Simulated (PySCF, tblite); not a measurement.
# C4H6B2BrF: geometry, infrared bands and NMR shifts

Aim: predict the infrared bands and NMR shifts of C4H6B2BrF (`CC#CBCB(F)Br`).

The runs use tblite 0.8.0 and PySCF 2.14.0, with density-fitted response routines of our own; the level of theory stands in each step. All values are computed, except where a source is named. Atoms are numbered from 0 throughout.

## (1) Starting geometry

14 atoms, charge 0, multiplicity 1; geometry from: force field or distance geometry start.

Bonds of the start (Å): C0–C1 1.46, C1–C2 1.21, C2–B3 1.53, B3–C4 1.60, C4–B5 1.59, B5–F6 1.45, B5–Br7 2.01, C0–H8 1.11, C0–H9 1.11, C0–H10 1.11, B3–H11 1.17, C4–H12 1.11, C4–H13 1.12.

## (2) Relaxing the molecule with GFN2-xTB

The job: settings as JSON, then the geometry in Å.

```
{"job": {"kind": "relax", "xc": "GFN2-xTB", "basis": "xTB"}, "charge": 0, "multiplicity": 1}
C     -3.067800    -0.093100     1.250000
C     -1.877800    -0.070900     0.409700
C     -0.871800    -0.066900    -0.261700
B      0.383000    -0.040300    -1.143100
C      1.769400    -0.564900    -0.543700
B      2.827600     0.618500    -0.555800
F      3.262400     1.210300    -1.805600
Br     3.627400     1.272300     1.172000
H     -3.888500     0.445600     0.729900
H     -3.389300    -1.140700     1.440700
H     -2.866600     0.407100     2.216900
H      0.315900     0.339500    -2.246500
H      1.624100    -0.929700     0.496800
H      2.151200    -1.397500    -1.181800
```

The run is started by

```sh
OMP_NUM_THREADS=1 python probes_run.py task.json out
```

This one command runs all jobs of the session in turn.

**Question.** This job is followed by: GFN2-xTB harmonic vibrations, gas phase; GIAO PBE0/pcSseg-1 NMR shielding, non-relativistic, gas phase. Predict these results of the whole session: strongest single infrared mode (GFN2-xTB); zero-point energy (GFN2-xTB); 13C shifts against TMS (PBE0/pcSseg-1); 1H shifts against TMS (PBE0/pcSseg-1, means over atoms taken as alike); 11B shifts against BF3·OEt2 (PBE0/pcSseg-1); 19F shifts against CFCl3 (PBE0/pcSseg-1); 79Br shifts against HBr (PBE0/pcSseg-1).

**Answer**, as computed:

```
                                                              quantity                        value
                             strongest single infrared mode (GFN2-xTB)        1249 cm⁻¹, 418 km/mol
                                          zero-point energy (GFN2-xTB)                58.0 kcal/mol
                                13C shifts against TMS (PBE0/pcSseg-1)  156.3, 100.8, 42.5, 8.4 ppm
1H shifts against TMS (PBE0/pcSseg-1, means over atoms taken as alike)         6.74, 2.53, 2.53 ppm
                           11B shifts against BF3·OEt2 (PBE0/pcSseg-1)               65.3, 48.5 ppm
                              19F shifts against CFCl3 (PBE0/pcSseg-1)                      5.9 ppm
                               79Br shifts against HBr (PBE0/pcSseg-1)                      357 ppm
```

What this shows: Relaxing lowered the energy by 0.579 eV in 131 steps; the close pair that moved most is B5–F6, from 1.450 to 1.319 Å. All 36 modes are real, so the xTB geometry is a minimum. The strongest single mode, at 1249 cm⁻¹, moves mainly B5. Unscaled tight-binding wavenumbers are off by several per cent, some by more. Its intensities can rank the bands wrongly. At PBE0/pcSseg-1: Shielding is most anisotropic at Br7 (span 971 ppm, paramagnetic term -862 ppm). Spin-orbit coupling is left out, which matters for shieldings and couplings at and beside the heavy atoms.
